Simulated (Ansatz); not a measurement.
# YCo2B2: the cost of one run

Method: DFT PBEsol, scalar-relativistic, plane waves, PAW, in Ansatz 0.2.0.

### 1 Starting point

Symmetry: I4/mmm, No. 139, tetragonal system. Conventional cell: a = 3.563 Å, b = 3.563 Å, c = 9.330 Å, α = 90.00°, β = 90.00°, γ = 90.00°. Y (site symmetry 4/mmm) is surrounded by 8 B at 2.76 Å and 8 Co at 2.94 Å. Around Co (site symmetry -4m2) lie 4 B at 2.14 Å. B (site symmetry 4mm) is surrounded by 4 Co at 2.14 Å and 4 Y at 2.76 Å.

As a file:

```
CELL_PARAMETERS angstrom
-1.78150 1.78150 4.66500
1.78150 -1.78150 4.66500
1.78150 1.78150 -4.66500
ATOMIC_POSITIONS crystal
Y 0.00000 0.00000 0.00000
Co 0.75000 0.25000 0.50000
Co 0.25000 0.75000 0.50000
B 0.37800 0.37800 0.00000
B 0.62200 0.62200 0.00000
```

The structure comes from the Crystallography Open Database.

(A quick probe on a coarse mesh, which set the mesh and smearing, is not shown.)

### 3 Coarse relaxation

File input.yaml:

```yaml
crystal:
  lattice:
    - [-1.7815, 1.7815, 4.665]
    - [1.7815, -1.7815, 4.665]
    - [1.7815, 1.7815, -4.665]
  atoms:
    - { symbol: "Y", position: [0.0, 0.0, 0.0] }
    - { symbol: Co, position: [0.75, 0.25, 0.5] }
    - { symbol: Co, position: [0.25, 0.75, 0.5] }
    - { symbol: B, position: [0.378, 0.378, 0.0] }
    - { symbol: B, position: [0.622, 0.622, 0.0] }
basis:
  ecutwfc: 420
kpoints:
  mp_grid: { grid: [8, 8, 8] }
hamiltonian:
  xc: pbesol
scf:
  occupations: { method: gaussian, width: 0.1 }
output:
  forces: true
  stress: true
  eigenvalues: true
relax:
  adjacent_minimum: "off"
  f_tol: 0.05
  max_steps: 80
  cell: { stress_tol: 0.5 }
```

Started as:

```console
$ ansatz run input.yaml --threads 1 --pin off --max-ram 2560MiB --backend cpu --events-out ev --progress --plain --runs-dir out
```

Q: Estimate wall time and peak memory on 1 thread of Intel Xeon 6975P-C (Granite Rapids), shared host.

About 22 s, with a peak of 0.48 GiB.
